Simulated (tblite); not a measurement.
# AlBH4O5: the cost of one run

Programs: tblite 0.8.0 and PySCF 2.14.0. All values are calculated, for the isolated system unless a continuum is named. Atoms count from 0, parts from 1.

## 1. Starting point

11 atoms, charge 0, multiplicity 1; geometry: distance geometry start.

## 2. Relaxing the cluster with GFN2-xTB

Job settings and geometry (Å):

```
{"job": {"kind": "relax", "xc": "GFN2-xTB", "basis": "xTB"}, "charge": 0, "multiplicity": 1}
O      2.177914     0.294180    -0.617163
Al     1.828694    -1.117411     0.547262
O      1.327157    -2.740413    -0.223371
O      0.937786    -0.679677     2.126451
B     -0.557366    -0.778745     2.338068
O     -1.285776     0.497740     2.557160
O     -1.255384    -1.829276     1.494477
H      1.781228     1.164218    -0.577322
H      0.602781    -3.315171     0.069084
H     -1.022750     1.192738     3.180042
H     -0.940704    -2.160391     0.645007
```

Method: GFN2-xTB geometry optimisation, gas phase.

The run is started by

```console
$ OMP_NUM_THREADS=1 python cluster_run.py task.json out
```

The driver reads the jobs from task.json and runs them one after another.

Q: Estimate the wall time of this first job on 1 thread of AMD EPYC 7R43, shared host.

About 1.8 s.
